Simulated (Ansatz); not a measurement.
# CH5NZn: up Jacob's ladder to CCSD(T)

Aim: compute CH5NZn with functionals from several rungs and with coupled cluster, and see how far each lands from CCSD(T) at the basis-set limit for the atomisation energy.

The runs use Ansatz 0.2.0, Gaussian basis; functionals in def2-TZVPP, the program's frozen cores in correlated methods.

Levels to be run: LDA (SPW92), PBE-D4, revPBE-D4, BLYP-D4, r2SCAN-D4, B97M-V, PBE0-D4, B3LYP-D4, r2SCANh-D4, r2SCAN0-D4, HSE06-D4, BHLYP-D4, CAM-B3LYP-D4, LC-ωPBE, ωB97X-V, ωB97M-V, B2PLYP, PBE-QIDH; CCSD(T)/def2-SVP; CCSD(T)/def2-TZVPP; MP2/def2-QZVPP; extrapolation to the limit; RPA on PBE.

**1. The geometry**

The geometry comes from an earlier relaxation with PBE0-D4 in a triple-zeta def2 set; it is a stationary point, not always the lowest conformer.

SMILES `N[CH2][ZnH]`, 8 atoms, charge 0, spin multiplicity 1.

Atoms are counted from 1 here; the program's logs count them from 0.

Bond lengths: N1–C2 1.466 Å, N1–H4 1.011 Å, N1–H5 1.014 Å, C2–Zn3 1.963 Å, C2–H6 1.101 Å, C2–H7 1.097 Å, Zn3–H8 1.546 Å. Angles: C2–N1–H4 111.1°, C2–N1–H5 111.1°, H4–N1–H5 106.3°, N1–C2–Zn3 110.4°, N1–C2–H6 114.5°, N1–C2–H7 108.0°, Zn3–C2–H6 112.2°, Zn3–C2–H7 105.3°, H6–C2–H7 105.8°, C2–Zn3–H8 178.9°.

**2. LDA**

This LDA is Slater exchange with PW92 correlation.

in.yaml

```yaml
crystal:
  periodic: [false, false, false]
  atoms:
    - {symbol: N, position_ang: [-0.274059, 0.601040, -1.053083]}
    - {symbol: C, position_ang: [0.308396, 0.352589, 0.269648]}
    - {symbol: Zn, position_ang: [0.131922, -1.542658, 0.748155]}
    - {symbol: H, position_ang: [-1.275210, 0.459374, -1.043044]}
    - {symbol: H, position_ang: [-0.124713, 1.560912, -1.344058]}
    - {symbol: H, position_ang: [-0.061331, 1.018875, 1.063816]}
    - {symbol: H, position_ang: [1.387728, 0.535507, 0.204904]}
    - {symbol: H, position_ang: [-0.000533, -3.042739, 1.097763]}
basis:
  gaussian: {orbitals: def2-TZVPP}
hamiltonian: {xc: lda}
output: {orbitals: {seedname: orbitals}}
```

On the command line:

```bash
$ ansatz run in.yaml --threads 2 --pin off --events-out ev --progress --plain --max-ram 4352MiB
```

After this run come: PBE-D4 (GGA); revPBE-D4 (GGA); BLYP-D4 (GGA); r2SCAN-D4 (meta-GGA); B97M-V (meta-GGA); PBE0-D4 (hybrid); B3LYP-D4 (hybrid); r2SCANh-D4 (hybrid); r2SCAN0-D4 (hybrid); HSE06-D4 (hybrid); BHLYP-D4 (hybrid); CAM-B3LYP-D4 (range-separated); LC-ωPBE (range-separated); ωB97X-V (range-separated); ωB97M-V (range-separated); B2PLYP (double hybrid); PBE-QIDH (double hybrid); CCSD(T) in def2-SVP; CCSD(T) in def2-TZVPP; MP2 in def2-QZVPP; RPA on PBE orbitals.

Before running them: what should the planned runs give, taken together? Wanted: atomisation energy, CCSD(T)/CBS; farthest beyond LDA; mean size of error, GGA; mean size of error, meta-GGA; mean size of error, hybrid; mean size of error, range-separated; mean size of error, double hybrid; gap, smallest and largest; T1 diagnostic.

The runs gave:

| quantity | value |
| --- | --- |
| atomisation energy, CCSD(T)/CBS | 565.1 kcal/mol |
| functionals within 2.8 kcal/mol (0.5 %) | revPBE-D4, BLYP-D4, r2SCAN-D4, B97M-V, PBE0-D4, B3LYP-D4, r2SCANh-D4, HSE06-D4 |
| farthest beyond LDA | BHLYP-D4 (-16.7 kcal/mol) |
| mean size of error, GGA | 5.0 kcal/mol |
| mean size of error, meta-GGA | 1.3 kcal/mol |
| mean size of error, hybrid | 4.9 kcal/mol |
| mean size of error, range-separated | 5.3 kcal/mol |
| mean size of error, double hybrid | 4.7 kcal/mol |
| gap, smallest and largest | 3.76 eV (LDA (SPW92)), 10.53 eV (LC-ωPBE) |
| T1 diagnostic | 0.0135 |
| triples share of the correlation energy | 3.3 % |

What this shows: The LDA atomisation energy is off by 87.4 kcal/mol (15 %): it overbinds. PBE-D4 misses by +11.4 kcal/mol. Double hybrids carry the basis error of their MP2 part in triple zeta, and no dispersion term here, so their miss is partly the set-up's. Taken by rung, meta-GGA functionals do best (1.3 kcal/mol on average) and range-separated ones worst beyond LDA (5.3 kcal/mol). The reference freezes the cores and leaves out relativity and excitations past (T), so misses under about 2.8 kcal/mol can't be ranked. Hartree-Fock recovers 69 % of the binding; the rest is correlation. CCSD(T) in def2-SVP is off by -36.3 kcal/mol, which most functionals beat. Orbital gaps span 3.8 to 10.5 eV; exact exchange widens them. For Zn the d shell is correlated and the shells below it are frozen.
